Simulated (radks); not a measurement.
**Ionisation of Cl⁺: one atom, several choices of exchange strength α**

An exercise on one series of results from a longer session: the logs are not shown, and one member is left open.

Method: Dirac Kohn-Sham, spin-unpolarised, spherical densities, finite nucleus; open shells fill j = l - 1/2 first. Code: radks (a radial shooting solver on a logarithmic mesh, Libxc functionals) version 1.

**The system**

```
element       : chlorine (Z = 17)
charge        : +1
electrons     : 16
configuration : [Ne] 3s2 3p4
ion           : Cl²⁺, [Ne] 3s2 3p3
choices       : α = 0.63; α = 0.667; α = 0.905; α = 0.995; α = 1
```

The first run:

Input:

```text
Z 17
configuration [Ne] 3s2 3p4
relativity Dirac
functional xalpha 0.63
spin unpolarised
j_filling energy
nucleus finite rms 3.3654 fm
c 137.035999084
```

Steps of the session up to this table: α = 0.63: Cl⁺.

One of the session's tables, all rows but one given; the rest of the session is left out.

It belongs to the step «α = 0.63: Cl⁺». From the orbitals of this run (lengths in bohr):

```
level      <r>  outermost maximum (interpolated)  90 % within  nodes
1s1/2  0.09129                            0.0597        0.163      0
2s1/2   0.4469                             0.363        0.700      1
2p1/2   0.4073                             0.301        0.678      0
2p3/2   0.4097                             0.303        0.681      0
3s1/2        ?                                 ?            ?      ?
3p1/2    1.728                              1.39         2.70      1
3p3/2    1.737                              1.40         2.71      1
```

Q: Estimate the row for 3s1/2 from the others.

As computed: <r>: 1.502; outermost maximum (interpolated): 1.27; 90 % within: 2.27; nodes: 2. In the column «<r>» it lies between 2s1/2 (0.4469) and 3p1/2 (1.728).

Limits of these values: Spin polarisation and multiplet splitting are left out, so open shells lie too high by an amount that depends on their filling.
